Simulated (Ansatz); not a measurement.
NbCu: relaxation of cell and atoms with PBEsol

The system is NbCu.

```xyz
2
Lattice="0.0000 2.5622 2.5622 2.5622 0.0000 2.5622 2.5622 2.5622 0.0000" Properties=species:S:1:pos:R:3 pbc="T T T"
Nb    0.0000    0.0000    0.0000
Cu    2.5622    2.5622    2.5622
```

The cell was built by a generator and needn't be a form met in nature.

```json
{"Program": "Ansatz 0.2.0", "Task": "relaxation of cell and atoms", "Functional": "PBEsol", "Potentials or basis": "Ansatz PAW", "Cutoff": "420 eV (not typed: the program's choice for these potentials)", "k mesh": "9 × 9 × 9", "Occupations": "fermi-dirac, width 0.05 eV", "Spin": "no spin polarisation", "Target pressure": "5 GPa", "Target pressure (GPa)": "5"}
```

The relaxed volume is 15.71 Å³/atom and the relaxed cell is a = 3.542 Å, b = 3.542 Å, c = 3.542 Å, α = 60.00°, β = 60.00°, γ = 60.00°. The space group after relaxing (to 0.05 Å) is Fm-3m (No. 225), the energy change on relaxing (the enthalpy is what falls) is -5.2 meV/atom and the ionic steps are 5. The pressure after relaxing is 5.0 GPa and the band gap on the k mesh is none (metal or under the smearing width).

Step by step:
```csv
step,energy change (eV),largest force (eV/Å),volume (Å³)
1,0.0000,0.0000,33.64
2,0.0396,0.0000,30.40
3,-0.0142,0.0000,31.52
4,-0.0110,0.0000,31.41
5,-0.0104,0.0000,31.41
```

Final structure:
```
CELL_PARAMETERS angstrom
0.00000 2.50427 2.50427
2.50427 0.00000 2.50427
2.50427 2.50427 0.00000
ATOMIC_POSITIONS crystal
Nb 0.00000 0.00000 0.00000
Cu 0.50000 0.50000 0.50000
```

Levels at points of the mesh, in eV from the Fermi level:
| k point | band 13 | band 14 | band 15 | band 16 | band 17 | band 18 | band 19 | band 20 |
| --- | --- | --- | --- | --- | --- | --- | --- | --- |
| (0.00, 0.00, 0.00) | -4.29 | -4.29 | 1.13 | 1.13 | 1.13 | 2.69 | 2.69 | 9.14 |

Run time: 7 s on 2 threads of Arm Neoverse N1, on a shared host, peak memory 0.32 GiB.

Caveat: the plane-wave basis is chosen anew once the cell has moved, so the energies of steps on either side of that aren't comparable; the PAW data sets come from PBE, with cores solved anew for the run's functional, which leaves a small shift of forces and pressure.
